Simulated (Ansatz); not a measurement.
Consider vertical spin-state energies of CH4AlClO2, SMILES C[O][Al]([OH])[Cl] (the Ansatz DFT code, driven from Python).

Script `spin.py`:
```python
'''Vertical spin-state energies of CH4AlClO2.'''

import warnings

import ansatz
from ase import Atoms

BASIS_SET = 'def2-TZVP'
LEVEL = 'mp2'


def main() -> None:
    warnings.simplefilter('ignore', ansatz.DeckWarning)

    atoms = Atoms(['C', 'O', 'Al', 'O', 'Cl', 'H', 'H', 'H', 'H'], positions=[
        (0.1169, -1.3893, -0.5951),
        (1.0477, -0.6295, 0.0917),
        (0.4242, 1.1047, 0.3838),
        (-0.4229, 1.5004, 1.9122),
        (0.8536, 2.6782, -1.1116),
        (-0.1303, -0.8747, -1.605),
        (0.4677, -2.3727, -0.7756),
        (-0.8323, -1.4074, -0.0216),
        (-1.4362, 1.3441, 1.7041),
    ])
    mol = ansatz.Crystal.molecule_from_ase(atoms)

    job = mol.calculation()
    job = job.basis(gaussian=BASIS_SET).correlation(LEVEL)
    found = {}
    for unpaired in [0, 2]:
        summary = job.spin('collinear', total=unpaired).run(threads=1).report
        s = unpaired / 2
        found[unpaired] = summary['free_energy_ev']
        print(f'2S+1 = {unpaired + 1}: E = {found[unpaired]:.5f} eV, <S^2> = {abs(summary["mean_field"]["state"]["spin_squared"]):.3f} (pure state {s * (s + 1):.2f})')
    lowest = min(found, key=found.get)
    for unpaired, e in found.items():
        print(f'multiplicity {unpaired + 1}: {96.485332 * (e - found[lowest]):.1f} kJ/mol above the lowest')


if __name__ == '__main__':
    main()
```

Which spin state is lowest at this geometry, and how far above lie the others?

In order: multiplicity 1 (+0.00 eV) and multiplicity 3 (+5.51 eV), all at the one geometry.

The output:

Running `python spin.py` prints:
```text
2S+1 = 1: E = -24285.54388 eV, <S^2> = 0.000 (pure state 0.00)
2S+1 = 3: E = -24280.03767 eV, <S^2> = 2.017 (pure state 2.00)
multiplicity 1: 0.0 kJ/mol above the lowest
multiplicity 3: 531.3 kJ/mol above the lowest
```

Reading the output:
- Total energies depend on the basis set; only differences at equal settings carry meaning.
- The geometry is a force-field or estimated start, not a minimum of this method, and the basis set is short of its limit. All parts are taken at fixed geometry, without zero-point energy.
- S² is that of the Hartree-Fock reference.
- Run time: 66 s on 1 thread of Arm Neoverse V1 (shared host), peak memory 0.56 GiB.

(Lines on the test bed's own set-up are left out of the output.)
